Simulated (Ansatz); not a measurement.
**CH3Cl3OSn: how energies converge with the basis set**

How large a basis does CH3Cl3OSn need? Two functionals are run in growing sets.

The runs use Ansatz 0.2.0, Gaussian basis; one geometry, several basis sets.

The runs, in order: PBE0-D4/def2-SVP; ωB97M-V/def2-SVP; PBE0-D4/def2-QZVPP; ωB97M-V/def2-QZVPP; the functionals' def2-TZVPP values are taken from earlier runs.

## Step 1: The relaxed structure

An earlier PBE0-D4 in a triple-zeta def2 set relaxation fixed the geometry. Sn takes the def2 core potential; no spin-orbit term is included.

9 atoms, charge 0, spin multiplicity 1.

Atoms are counted from 1 here; the program's logs count them from 0.

Bond lengths: C1–O2 1.418 Å, C1–H7 1.092 Å, C1–H8 1.095 Å, C1–H9 1.095 Å, O2–Sn3 1.931 Å, Sn3–Cl4 2.298 Å, Sn3–Cl5 2.282 Å, Sn3–Cl6 2.298 Å. Angles: O2–C1–H7 106.9°, O2–C1–H8 112.0°, O2–C1–H9 112.0°, H7–C1–H8 108.4°, H7–C1–H9 108.4°, H8–C1–H9 109.0°, C1–O2–Sn3 119.9°, O2–Sn3–Cl4 110.1°, O2–Sn3–Cl5 107.2°, O2–Sn3–Cl6 109.9°, Cl4–Sn3–Cl5 110.7°, Cl4–Sn3–Cl6 108.3°, Cl5–Sn3–Cl6 110.7°.

## Step 2: PBE0-D4 in def2-SVP

File in.yaml:

```yaml
crystal:
  periodic: [false, false, false]
  atoms:
    - {symbol: C, position_ang: [0.274995, -1.227858, 0.899769]}
    - {symbol: O, position_ang: [0.907154, -0.380183, -0.044584]}
    - {symbol: Sn, position_ang: [-0.080232, 1.069564, -0.850918]}
    - {symbol: Cl, position_ang: [-1.893427, 0.246066, -1.997338]}
    - {symbol: Cl, position_ang: [1.346125, 2.149829, -2.267633]}
    - {symbol: Cl, position_ang: [-0.844911, 2.498022, 0.778567]}
    - {symbol: H, position_ang: [1.020623, -1.958492, 1.219208]}
    - {symbol: H, position_ang: [-0.573182, -1.766990, 0.464140]}
    - {symbol: H, position_ang: [-0.068544, -0.676258, 1.781589]}
basis:
  gaussian: {orbitals: def2-SVP}
hamiltonian: {xc: pbe0, dispersion: d4}
output: {orbitals: {seedname: orbitals}}
```

On the command line:

```sh
$ ansatz run in.yaml --threads 4 --pin off --events-out ev --progress --plain --max-ram 11315MiB
```

After this run come: ωB97M-V in def2-SVP; PBE0-D4 in def2-QZVPP; ωB97M-V in def2-QZVPP.

Before running them: what should the planned runs give, taken together? Wanted: PBE0-D4: double and triple zeta above quadruple; ωB97M-V: double and triple zeta above quadruple.

**Answer**, as computed:

```
                                       quantity           value
PBE0-D4: double and triple zeta above quadruple  18.50, 1.36 eV
ωB97M-V: double and triple zeta above quadruple  18.41, 1.30 eV
```

In words: For PBE0-D4 the step from double to triple zeta gains 17.14 eV and the next only 1.36 eV. Total energies overstate the basis error of differences, where much of it tends to cancel.
